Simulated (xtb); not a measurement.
# One shape, several levels: C2H10SSi2 (SMILES C[SiH2]CS[SiH3])

Wanted: a comparison of 3 runs (GFN2-xTB, GFN0-xTB, GFN1-xTB) of C2H10SSi2. 

Program for the calculation: xtb 6.7.1.

9 further runs of the same task are left out: 9 set aside as unsound or not needed.

### 1 The system as given

C2H10SSi2 has 15 atoms, charge 0, and is taken as a singlet. SMILES: `C[SiH2]CS[SiH3]`. The Si5–H13 distance was set to 2.190 Å, away from the relaxed value. At this shape a bond of the SMILES string is far longer than usual.

Bond lengths: C1–Si2 1.893 Å, Si2–C3 1.908 Å, C3–S4 1.835 Å, S4–Si5 2.133 Å, C1–H6 1.087 Å, C1–H7 1.087 Å, C1–H8 1.086 Å, Si2–H9 1.468 Å, Si2–H10 1.469 Å, C3–H11 1.088 Å, C3–H12 1.088 Å, Si5–H14 1.451 Å, Si5–H15 1.459 Å. Some angles: C1–Si2–C3 108.6°, Si2–C3–S4 112.3°, C3–S4–Si5 101.9°, C1–Si2–H9 111.2°, C1–Si2–H10 112.0°, C3–Si2–H9 108.8°, C3–Si2–H10 106.6°, Si2–C1–H6 110.8°, Si2–C1–H7 111.3°, Si2–C1–H8 111.4°. A long bond or contact: Si5–H13 2.190 Å.

### 2 Energy and gradient at GFN2-xTB (run 1)

struc.xyz

```xyz
15
C2H10SSi2
C     -2.87470700     0.53499400     0.75152100
Si    -1.05435700     1.04193400     0.63700100
C      0.01295300    -0.53704600     0.54412100
S     -0.39577700    -1.56937600    -0.91718900
Si     0.89877300    -0.75656600    -2.40437900
H     -3.14943700    -0.10941600    -0.07929900
H     -3.07500700    -0.01231600     1.66888100
H     -3.52917700     1.40159400     0.73441100
H     -0.80453700     1.85197400    -0.56135900
H     -0.61201700     1.77685400     1.82895100
H      1.07853300    -0.32210600     0.51184100
H     -0.16941700    -1.18324600     1.40043100
H      2.93759000    -0.81577000    -1.60672000
H      0.70177300    -1.64741600    -3.53316900
H      0.52059300     0.62219400    -2.69733900
```

The run is started by

```bash
$ xtb struc.xyz --gfn2 --grad --json | tee run.log
```

What it wrote:

```text
* xtb version 6.7.1
[...]
          :  # basis functions                  48          :
[...]
          :  # electrons                        32          :
[...]
          :  Hamiltonian                  GFN2-xTB          :
[...]
          :  net charge                          0          :
          :  unpaired electrons                  0          :
[...]
   *** convergence criteria satisfied after 14 iterations ***
[...]
         ::                     SUMMARY                     ::
         :::::::::::::::::::::::::::::::::::::::::::::::::::::
         :: total energy             -16.041834536168 Eh    ::
         :: gradient norm              0.066221774246 Eh/a0 ::
         :: HOMO-LUMO gap              2.830976568911 eV    ::
         ::.................................................::
         :: SCC energy               -16.204966898897 Eh    ::
         :: -> isotropic ES            0.035569781706 Eh    ::
         :: -> anisotropic ES          0.002170920911 Eh    ::
         :: -> anisotropic XC          0.007861107118 Eh    ::
         :: -> dispersion             -0.013107787824 Eh    ::
         :: repulsion energy           0.163132362730 Eh    ::
         :: add. restraining           0.000000000000 Eh    ::
         :: total charge              -0.000000000000 e     ::
         :::::::::::::::::::::::::::::::::::::::::::::::::::::
[...]
        16        2.0000           -0.3638559              -9.9010 (HOMO)
        17                         -0.2598195              -7.0700 (LUMO)
[...]
     #   Z          covCN         q      C6AA      α(0)
     1   6 C        3.651    -0.200    24.823     7.156
     2  14 Si       3.655     0.461    98.434    19.020
     3   6 C        3.691    -0.109    22.776     6.829
     4  16 S        1.916    -0.325   155.206    20.968
     5  14 Si       2.731     0.496   174.968    29.050
     6   1 H        0.925     0.050     2.319     2.382
     7   1 H        0.925     0.043     2.405     2.425
     8   1 H        0.925     0.032     2.557     2.501
     9   1 H        0.917    -0.088     5.160     3.553
    10   1 H        0.917    -0.089     5.196     3.565
    11   1 H        0.925     0.022     2.698     2.569
    12   1 H        0.925     0.039     2.465     2.455
    13   1 H        0.013    -0.210    28.985     9.844
    14   1 H        0.921    -0.064     4.445     3.297
[...]
molecular dipole:
                 x           y           z       tot (Debye)
 q only:       -0.552       0.892      -0.084
   full:       -0.435       0.761      -0.104       2.242
molecular quadrupole (traceless):
[...]
          | TOTAL ENERGY              -16.041834536168 Eh   |
          | GRADIENT NORM               0.066221774246 Eh/α |
          | HOMO-LUMO GAP               2.830976568911 eV   |
           -------------------------------------------------
[...]
```

Standard error:

```text
normal termination of xtb
```

Wall time 0.037 s (1 thread of Intel Xeon 6975P-C (Granite Rapids), shared host).

### 3 Energy and forces at GFN0-xTB (run 2)

in.coord

```
$coord angs
    -2.8747070     0.5349940     0.7515210  C
    -1.0543570     1.0419340     0.6370010  Si
     0.0129530    -0.5370460     0.5441210  C
    -0.3957770    -1.5693760    -0.9171890  S
     0.8987730    -0.7565660    -2.4043790  Si
    -3.1494370    -0.1094160    -0.0792990  H
    -3.0750070    -0.0123160     1.6688810  H
    -3.5291770     1.4015940     0.7344110  H
    -0.8045370     1.8519740    -0.5613590  H
    -0.6120170     1.7768540     1.8289510  H
     1.0785330    -0.3221060     0.5118410  H
    -0.1694170    -1.1832460     1.4004310  H
     2.9375900    -0.8157700    -1.6067200  H
     0.7017730    -1.6474160    -3.5331690  H
     0.5205930     0.6221940    -2.6973390  H
$end
```

The run is started by

```bash
$ xtb in.coord --grad --json -c 0 --gfn 0 | tee run.log
```

What it wrote (excerpt; [...] marks lines left out):

```text
* xtb version 6.7.1
[...]
          :  # basis functions                  58          :
[...]
          :  # electrons                        32          :
[...]
 Zeroth order Hamiltonian       ...        0 min,  0.001 sec ( 11.985%)
[...]
         ::                     SUMMARY                     ::
         :::::::::::::::::::::::::::::::::::::::::::::::::::::
         :: total energy             -16.713448973371 Eh    ::
         :: gradient norm              0.046545468180 Eh/a0 ::
         :: HOMO-LUMO gap              2.943441662424 eV    ::
         ::.................................................::
         :: H0 energy                -16.800820951640 Eh    ::
         :: repulsion energy           0.181495995906 Eh    ::
         :: electrostat energy        -0.088895272549 Eh    ::
         :: -> Gsolv                   0.000000000000 Eh    ::
         ::    -> Gsasa                0.000000000000 Eh    ::
         ::    -> Gshift               0.000000000000 Eh    ::
         :: dispersion energy         -0.005228745088 Eh    ::
         :: short-range corr.          0.000000000000 Eh    ::
         :: add. restraining           0.000000000000 Eh    ::
         :: total charge               0.000000000000 e     ::
         :::::::::::::::::::::::::::::::::::::::::::::::::::::
[...]
        16        2.0000           -0.4027026             -10.9581 (HOMO)
        17                         -0.2945331              -8.0147 (LUMO)
[...]
          | TOTAL ENERGY              -16.713448973371 Eh   |
          | GRADIENT NORM               0.046545468180 Eh/α |
          | HOMO-LUMO GAP               2.943441662424 eV   |
           -------------------------------------------------
[...]
```

Standard error:

```text
normal termination of xtb
```

Run time: 0.038 s. Hardware: 1 thread of Intel Xeon 6975P-C (Granite Rapids), shared host.

### 4 Energy and gradient at GFN1-xTB (run 3)

xtb.inp

```
$chrg 0
$spin 0
$end
```

struc.tmol

```
$coord
     -5.432408918545      1.010992138318      1.420168866905  c
     -1.992445967582      1.968969899936      1.203757431113  si
      0.024477622492     -1.014869856326      1.028239668657  c
     -0.747910136426     -2.965690826561     -1.733236014519  s
      1.698434818208     -1.429702535204     -4.543617809802  si
     -5.951573376763     -0.206766273652     -0.149853391957  h
     -5.810921061307     -0.023273866951      3.153728024592  h
     -6.669177975328      2.648628797919      1.387835652913  h
     -1.520354587128      3.499723649928     -1.060814767594  h
     -1.156544513615      3.357767423446      3.456216485360  h
      2.038131986371     -0.608692123099      0.967239309355  h
     -0.320151730856     -2.236010878059      2.646431046436  h
      5.551240566439     -1.541581880686     -3.036260758959  h
      1.326158771657     -3.113165053326     -6.676721762018  h
      0.983778192397      1.175776256385     -5.097231975272  h
$end
```

The run is started by

```bash
$ xtb struc.tmol --input xtb.inp --json --gfn1 --grad --parallel 1 > run.log
```

What it wrote (excerpt; [...] marks lines left out):

```text
* xtb version 6.7.1
[...]
[WARNING] Please study the warnings concerning your input carefully
-1- prog_main_parseArguments: The use of '--gfn1' is discouraged, please use '--gfn 1' next time
########################################################################
[...]
          :  # basis functions                  58          :
[...]
          :  # electrons                        32          :
[...]
          :  Hamiltonian                  GFN1-xTB          :
[...]
          :  net charge                          0          :
          :  unpaired electrons                  0          :
[...]
   *** convergence criteria satisfied after 10 iterations ***
[...]
         ::                     SUMMARY                     ::
         :::::::::::::::::::::::::::::::::::::::::::::::::::::
         :: total energy             -17.004539704394 Eh    ::
         :: gradient norm              0.084060204466 Eh/a0 ::
         :: HOMO-LUMO gap              4.542346766070 eV    ::
         ::.................................................::
         :: SCC energy               -17.158448196869 Eh    ::
         :: -> electrostatic           0.008658634779 Eh    ::
         :: repulsion energy           0.160991825666 Eh    ::
         :: dispersion energy         -0.007083333191 Eh    ::
         :: halogen bond corr.         0.000000000000 Eh    ::
         :: add. restraining           0.000000000000 Eh    ::
         :: total charge               0.000000000000 e     ::
         :::::::::::::::::::::::::::::::::::::::::::::::::::::
[...]
        16        2.0000           -0.4052380             -11.0271 (HOMO)
        17                         -0.2383099              -6.4847 (LUMO)
[...]
          | TOTAL ENERGY              -17.004539704394 Eh   |
          | GRADIENT NORM               0.084060204466 Eh/α |
          | HOMO-LUMO GAP               4.542346766070 eV   |
           -------------------------------------------------
[...]
```

Standard error:

```text
normal termination of xtb
```

Wall time 0.042 s (1 thread of Intel Xeon 6975P-C (Granite Rapids), shared host).

### 5 Overview of the runs

```tsv
run	level	energy (Eh)	dipole moment (D)	HOMO energy (eV)	LUMO energy (eV)	wall time
1	GFN2-xTB	-16.041835	2.24	-9.90	-7.07	0.037 s
2	GFN0-xTB	-16.713449	3.89	-10.96	-8.01	0.038 s
3	GFN1-xTB	-17.004540	1.82	-11.03	-6.48	0.042 s
```

### 6 Summary of results

```
                       quantity          value
            run 3: total energy   -17.00454 Eh
           run 3: dipole moment         1.82 D
             run 3: HOMO energy      -11.03 eV
             run 3: LUMO energy       -6.48 eV
           run 3: HOMO–LUMO gap        4.54 eV
       run 3: dispersion energy  -18.60 kJ/mol
run 3: largest force on an atom     3.104 eV/Å
```

**Reading.** The dipole moment (its size) runs from 1.82 D (GFN1-xTB) to 3.89 D (GFN0-xTB). The HOMO–LUMO gap runs from 2.83 eV (GFN2-xTB) to 4.54 eV (GFN1-xTB). Force-field and semi-empirical energies have zeros of their own, so their totals don't compare. All runs together took 0.12 s, the longest 0.042 s.
